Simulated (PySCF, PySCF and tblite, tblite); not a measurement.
# C3H6OSe: a path driven as ring inversion, and NMR exchange

One table from this session's results is given with a row withheld; the runs are named, their logs left out.

Programs: PySCF 2.14.0 with density-fitted response routines of our own, and tblite 0.8.0. All values are computed, except where a source is named. Atoms count from 0 throughout.

### The molecule as given

11 atoms, charge 0, multiplicity 1; geometry from: force field or distance geometry start.

Bonds of the start (Å): C0–C1 1.52, C0–H5 1.11, C0–H6 1.11, C0–O4 1.40, C1–H7 1.10, C1–H8 1.12, C1–Se2 1.93, C3–H10 1.10, C3–H9 1.12, C3–O4 1.40, Se2–C3 1.94.

Set-up of the first run:

Job settings and geometry (Å):

```
{"job": {"xc": "GFN2-xTB", "basis": "xTB", "kind": "relax"}, "charge": 0, "multiplicity": 1}
C     -0.323600    -0.821700    -0.449500
C     -1.217100     0.177900     0.275800
Se    -0.005300     1.373400     1.190600
C      1.367000     0.598000     0.061300
O      0.787100    -0.154500    -0.967500
H     -0.011300    -1.632700     0.237000
H     -0.905300    -1.280400    -1.281800
H     -1.819600     0.755000    -0.434400
H     -1.867500    -0.346800     1.014500
H      2.015700    -0.066600     0.690800
H      1.985400     1.401100    -0.362600
```

On the command line:

```sh
$ OMP_NUM_THREADS=1 python ens_run.py task.json out
```

This one command runs the whole study; its stages follow in the order run.

Among the steps run: GFN2-xTB relaxation, start minimum; Relaxed scan, ring torsion 2 driven; Relaxed scan, ring torsion 4 driven; Nudged elastic band, leg 1; Saddle search, leg 1; DFT refinement, start: PBE0-D3(BJ)/def2-SVP; Shieldings, start: BHandHLYP/pcSseg-1; Shieldings, saddle of leg 1: BHandHLYP/pcSseg-1; Barriers, rates and exchange; Shieldings, start: BP86/pcSseg-1; Single-point energy, saddle of leg 1: BP86/pcSseg-1; Second level: BP86/pcSseg-1 + D3(BJ); Shieldings, start: PBE/pcSseg-1; Single-point energy, saddle of leg 1: PBE/pcSseg-1; Second level: PBE/pcSseg-1 + D3(BJ).

One table of the session follows, with a row left open; its other results are not shown here.

It belongs to the step «Second level: PBE/pcSseg-1 + D3(BJ)». Barriers by level (kcal/mol; entropies in cal/(mol K)). Zero-point and thermal terms come from xTB in every row. ΔG‡ leaves symmetry out; the rate counts equivalent paths (a factor of 2); effective ΔG‡, where given, is the barrier that would give that rate by Eyring's equation alone:

```
                      level   ΔE‡  with zero-point   ΔH‡  ΔG‡ (298 K)  k at 298 K (1/s)
                   GFN2-xTB  4.41             3.82  3.50         4.10           1.2e+10
       PBE0-D3(BJ)/def2-SVP  2.85             2.26  1.94         2.54           1.7e+11
BHandHLYP/pcSseg-1 + D3(BJ)  3.14             2.55  2.23         2.82           1.1e+11
      PBE/pcSseg-1 + D3(BJ)     ?                ?     ?            ?                 ?
```

Q: Estimate the row for PBE/pcSseg-1 + D3(BJ) from the others.

**Answer.** ΔE‡: 2.93; with zero-point: 2.34; ΔH‡: 2.02; ΔG‡ (298 K): 2.62; k at 298 K (1/s): 1.5e+11. In the column «ΔE‡» it lies between PBE0-D3(BJ)/def2-SVP (2.85) and BHandHLYP/pcSseg-1 + D3(BJ) (3.14).
